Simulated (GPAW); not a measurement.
MoS2:

```
Mo S
1.0
     3.16100    0.00000    0.00000
    -1.58050    2.73751    0.00000
     0.00000    0.00000   12.29500
Mo S
2 4
Direct
  0.33333 0.66667 0.25000
  0.66667 0.33333 0.75000
  0.33333 0.66667 0.62750
  0.66667 0.33333 0.12750
  0.33333 0.66667 0.87250
  0.66667 0.33333 0.37250
```

Base run:

| Property | Result |
| --- | --- |
| Program | GPAW 26.7.0 |
| Functional | GLLB-SC |
| Potentials or basis | the program's PAW data sets (release 1.2.1) made for this functional |
| Cutoff | 600 eV |
| Basis | pw |
| k mesh | 6 × 6 × 2 |
| Occupations | fermi-dirac, width 0.05 eV |
| Spin | no spin polarisation |

Its results: band gap on the k mesh, kohn-sham part alone 0.79 eV, indirect (least direct gap 1.56 eV).

Question: The run is repeated on the same cell with these changes: functional from GLLB-SC to LDA; spin from no spin polarisation to spin-orbit coupling, no magnetisation. What comes out?

Answer: Band gap on the k mesh 0.66 eV, indirect (least direct gap 1.52 eV).

Several settings changed at once, so the effect can't be laid on one alone.

Caveats: a model potential gives levels but no total energy (some runs); spin-orbit coupling was added after a scalar SCF, so levels and gaps hold it while energy, forces, pressure and moments don't (some runs); this program's spin-orbit splittings come out too wide for heavy elements (some runs).

Not every run made on this cell is shown here.
